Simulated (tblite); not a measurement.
# C7H7NS2: the cost of one run

The runs use tblite 0.8.0 and PySCF 2.14.0, with density-fitted response routines of our own; the level of theory stands in each step. All values are computed, except where a source is named. Atoms are numbered from 0 throughout.

### 1 The starting structure

17 atoms, charge 0, multiplicity 1; geometry from: force field or distance geometry start.

Bonds of the start (Å): C0–S1 1.82, S1–C2 1.74, C2–C3 1.38, C3–S4 1.73, S4–C5 1.74, C5–C6 1.42, C6–C7 1.37, C7–N8 1.37, N8–C9 1.37, C9–C2 1.43, C9–C5 1.36, C0–H10 1.09, C0–H11 1.10, C0–H12 1.08, C3–H13 1.08, C6–H14 1.09, C7–H15 1.09, N8–H16 1.01.

### 2 Relaxing the molecule with GFN2-xTB

What the job is given:

```
{"job": {"kind": "relax", "xc": "GFN2-xTB", "basis": "xTB"}, "charge": 0, "multiplicity": 1}
C      3.235800    -0.466100     0.357000
S      1.904200    -0.671200    -0.868000
C      0.640100     0.298900    -0.169600
C      0.746500     1.520900     0.463100
S     -0.756400     2.169100     1.011800
C     -1.592900     0.811000     0.323500
C     -2.914900     0.319400     0.177000
C     -2.787600    -0.870300    -0.498400
N     -1.467900    -1.119200    -0.771200
C     -0.737600    -0.078700    -0.253800
H      3.592000     0.564400     0.354400
H      2.870800    -0.726300     1.361600
H      4.054700    -1.123000     0.112600
H      1.651200     2.076800     0.668500
H     -3.833700     0.783400     0.531700
H     -3.552600    -1.578200    -0.812800
H     -1.058700    -1.898900    -1.257700
```

Launch:

```sh
$ OMP_NUM_THREADS=1 python probes_run.py task.json out
```

The driver reads the jobs from task.json and runs them one after another.

Q: Estimate the wall time and peak memory of this first job on 1 thread of Arm Neoverse N1, shared host.

About 1.5 s, with a peak of 0.18 GiB.
